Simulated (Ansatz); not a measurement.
# TaCuN2: biaxial strain in the a-b plane

One table from this session's results is given with a row withheld; the runs are named, their logs left out.

Computed with Ansatz 0.2.0 (DFT r2SCAN, scalar-relativistic, plane waves, PAW, unless a step's input says otherwise).

3 further runs of the same task are left out: 3 set aside as unsound or not needed.

## The system as given

Symmetry: R-3m, No. 166, trigonal system. The conventional cell has a = 3.139 Å, b = 3.139 Å, c = 17.388 Å, α = 90.00°, β = 90.00°, γ = 120.00°. Ta (site symmetry -3m) has 6 N at 2.10 Å in its first shell of neighbours. Cu (site symmetry -3m) is surrounded by 2 N at 1.85 Å. N (site symmetry 3m) is surrounded by 1 Cu at 1.85 Å and 3 Ta at 2.10 Å.

Coordinates:

```cif
data_structure
_symmetry_space_group_name_H-M 'P 1'
_symmetry_Int_Tables_number 1
_cell_length_a 3.1392
_cell_length_b 3.1392
_cell_length_c 17.3882
_cell_angle_alpha 90.000
_cell_angle_beta 90.000
_cell_angle_gamma 120.000
_cell_volume 148.40
loop_
_atom_site_label
_atom_site_type_symbol
_atom_site_fract_x
_atom_site_fract_y
_atom_site_fract_z
_atom_site_occupancy
Ta1 Ta 0.66667 0.33333 0.83333 1
Ta2 Ta 0.33333 0.66667 0.16667 1
Ta3 Ta 0.00000 0.00000 0.50000 1
Cu1 Cu 0.00000 0.00000 0.00000 1
Cu2 Cu 0.66667 0.33333 0.33333 1
Cu3 Cu 0.33333 0.66667 0.66667 1
N1 N 0.33333 0.66667 0.77278 1
N2 N 0.00000 0.00000 0.89389 1
N3 N 0.00000 0.00000 0.10611 1
N4 N 0.66667 0.33333 0.22722 1
N5 N 0.66667 0.33333 0.43945 1
N6 N 0.33333 0.66667 0.56055 1
```

Set-up of the first run:

File input.yaml:

```yaml
crystal:
  lattice:
    - [3.1391880955, 0.0, 0.0]
    - [-1.5695940478, 2.718616638, 0.0]
    - [0.0, 0.0, 17.3882400782]
  atoms:
    - { symbol: Ta, position: [0.6666666667, 0.3333333333, 0.8333333333] }
    - { symbol: Ta, position: [0.3333333333, 0.6666666667, 0.1666666667] }
    - { symbol: Ta, position: [0.0, 0.0, 0.5] }
    - { symbol: Cu, position: [0.0, 0.0, 0.0] }
    - { symbol: Cu, position: [0.6666666667, 0.3333333333, 0.3333333333] }
    - { symbol: Cu, position: [0.3333333333, 0.6666666667, 0.6666666667] }
    - { symbol: "N", position: [0.3333333333, 0.6666666667, 0.772779579] }
    - { symbol: "N", position: [0.0, 0.0, 0.8938870876] }
    - { symbol: "N", position: [0.0, 0.0, 0.1061129124] }
    - { symbol: "N", position: [0.6666666667, 0.3333333333, 0.227220421] }
    - { symbol: "N", position: [0.6666666667, 0.3333333333, 0.4394462457] }
    - { symbol: "N", position: [0.3333333333, 0.6666666667, 0.5605537543] }
basis:
  ecutwfc: 500
kpoints:
  mp_grid: { grid: [12, 12, 2] }
hamiltonian:
  xc: r2scan
scf:
  occupations: { method: gaussian, width: 0.02 }
output:
  forces: true
  stress: true
  eigenvalues: true
  write_density: true
  write_potential: true
  elf: true
  volumetric_format: npy
```

Command:

```
$ ansatz run input.yaml --threads 1 --pin off --max-ram 2560MiB --backend cpu --events-out ev --progress --plain --runs-dir out
```

Steps of the session up to this table: The unstrained reference; Band edges over the zone; Strain -1.0 %; Band edges over the zone at -1.0 %; At +1.0 %; The gap over the whole zone at +1.0 %; The cell strained by -2.0 %; Seeking the band edges at -2.0 %.

One of the session's tables, all rows but one given; the rest of the session is left out.

Lengths are those of the vectors of the cell that was run; stresses in GPa:

```
strain (%)  ΔE (meV/atom)  a (Å)  b (Å)   c (Å)  gap (eV)
      -2.0           13.6  3.076  3.076  17.563      0.62
      -1.0              ?      ?      ?       ?         ?
      +0.0            0.0  3.139  3.139  17.388      0.75
      +1.0            3.2  3.171  3.171  17.300      0.79
```

Estimate the missing values for strain (%) = -1.0.

Worked estimate for «ΔE (meV/atom)». A straight line through the neighbours (-2.0, 13.6) and (0.0, 0.0) gives 13.6 + (0.0 − 13.6) × (-1.0 + 2.0) / (0.0 + 2.0) = 6.8; a parabola fitted to 3 rows on both sides gives 3.5.

As computed: ΔE (meV/atom): 3.3; a (Å): 3.108; b (Å): 3.108; c (Å): 17.475; gap (eV): 0.69. In «ΔE (meV/atom)» the line misses by +3.5 and the parabola by +0.2.

ΔE is over the unstrained cell. Stress in GPa, positive in compression, on the Cartesian axes of the input. Gaps are Kohn-Sham gaps over the whole zone.

Caveats from the session: The gap runs from 0.62 eV at -2.0 % through 0.75 to 0.79 eV at +1.0 %.
